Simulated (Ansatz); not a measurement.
# Sc5Al3Fe3Co9: the cost of one run

All numbers below are computed with Ansatz 0.2.0 (DFT PBE, scalar-relativistic, plane waves, PAW).

### 1 The structure to begin with

The cell holds 20 atoms (Al3Co9Fe3Sc5): a = 6.776 Å, b = 6.284 Å, c = 7.026 Å, α = 87.94°, β = 92.17°, γ = 87.54°.

It is the last frame of an earlier stage of the same melt, run at 1730 K.

Structure file:

```cif
data_structure
_symmetry_space_group_name_H-M 'P 1'
_symmetry_Int_Tables_number 1
_cell_length_a 6.7761
_cell_length_b 6.2843
_cell_length_c 7.0256
_cell_angle_alpha 87.940
_cell_angle_beta 92.171
_cell_angle_gamma 87.535
_cell_volume 298.46
loop_
_atom_site_label
_atom_site_type_symbol
_atom_site_fract_x
_atom_site_fract_y
_atom_site_fract_z
_atom_site_occupancy
Co1 Co 0.53401 0.22726 0.20487 1
Co2 Co 0.79018 0.56817 0.12418 1
Co3 Co 0.17768 0.49890 0.90203 1
Co4 Co 0.48391 0.03947 0.51308 1
Co5 Co 0.78155 0.27024 0.51854 1
Co6 Co 0.27717 0.76782 0.59949 1
Co7 Co 0.84003 0.22586 0.09397 1
Co8 Co 0.31868 0.88411 0.24600 1
Co9 Co 0.01740 0.85405 0.06661 1
Sc1 Sc 0.57683 0.32401 0.86126 1
Sc2 Sc 0.44993 0.80144 0.96104 1
Sc3 Sc 0.89250 0.67469 0.73220 1
Sc4 Sc 0.16537 0.47448 0.27570 1
Sc5 Sc 0.56239 0.62172 0.40942 1
Al1 Al 0.04914 0.02551 0.45403 1
Al2 Al 0.95711 0.20583 0.79621 1
Al3 Al 0.23037 0.14627 0.00670 1
Fe1 Fe 0.27142 0.34897 0.63256 1
Fe2 Fe 0.69349 0.98565 0.79084 1
Fe3 Fe 0.71638 0.94472 0.22580 1
```

### 2 Stage at 960 K

One k point, a Fermi-Dirac width of 0.083 eV and a fixed cell.

Input file input.yaml:

```yaml
crystal:
  lattice:
    - [6.773293, 0.141481, -0.131923]
    - [0.141481, 6.281528, 0.120683]
    - [-0.131923, 0.120683, 7.023283]
  atoms:
    - { symbol: Co, position: [0.5340140833, 0.2272617847, 0.2048738718] }
    - { symbol: Co, position: [0.7901796927, 0.5681673952, 0.124179054] }
    - { symbol: Co, position: [0.177679032, 0.4989011999, 0.9020319109] }
    - { symbol: Co, position: [0.4839051727, 0.0394715174, 0.513076832] }
    - { symbol: Co, position: [0.7815456669, 0.2702351576, 0.5185394758] }
    - { symbol: Co, position: [0.2771691632, 0.7678233372, 0.5994917443] }
    - { symbol: Co, position: [0.8400272839, 0.2258634658, 0.0939728768] }
    - { symbol: Co, position: [0.3186828127, 0.8841067544, 0.2460049112] }
    - { symbol: Co, position: [0.0174043285, 0.8540454578, 0.0666101005] }
    - { symbol: Sc, position: [0.5768338398, 0.3240119623, 0.8612589885] }
    - { symbol: Sc, position: [0.4499288428, 0.8014416399, 0.9610416979] }
    - { symbol: Sc, position: [0.8925010744, 0.6746852782, 0.7321965618] }
    - { symbol: Sc, position: [0.1653706857, 0.4744786964, 0.2756961743] }
    - { symbol: Sc, position: [0.5623933392, 0.6217190626, 0.4094200786] }
    - { symbol: Al, position: [0.0491398994, 0.0255059663, 0.4540273019] }
    - { symbol: Al, position: [0.9571061875, 0.2058331071, 0.7962149511] }
    - { symbol: Al, position: [0.2303654429, 0.1462664047, 0.0067019245] }
    - { symbol: Fe, position: [0.271415308, 0.3489663846, 0.6325563851] }
    - { symbol: Fe, position: [0.6934895616, 0.9856477447, 0.7908372709] }
    - { symbol: Fe, position: [0.7163751859, 0.9447208438, 0.2257990203] }
  symmetry: { detect: false }
basis:
  ecutwfc: 420
  xc_grid: 1
kpoints:
  mp_grid: { grid: [1, 1, 1], shift: [0.25, 0.25, 0.25] }
hamiltonian:
  xc: pbe
scf:
  occupations: { method: fermi_dirac, width: 0.0827 }
  lower_state_search: "off"
  convergence: { dr2_threshold: 1.0e-05 }
output:
  forces: true
  stress: true
md:
  timestep: 3.0
  n_steps: 70
  ensemble: nvt_langevin
  friction: 0.03
  temperature: 960.0
  initial_velocities: maxwell_boltzmann
  seed: 97992
```

Command:

```sh
$ ansatz run input.yaml --threads 2 --pin off --max-ram 5120MiB --backend cpu --events-out ev --progress --plain --runs-dir out
```

Q: Estimate wall time and peak memory on 2 threads of Arm Neoverse V2, shared host.

About 3.3 min, with a peak of 0.63 GiB.
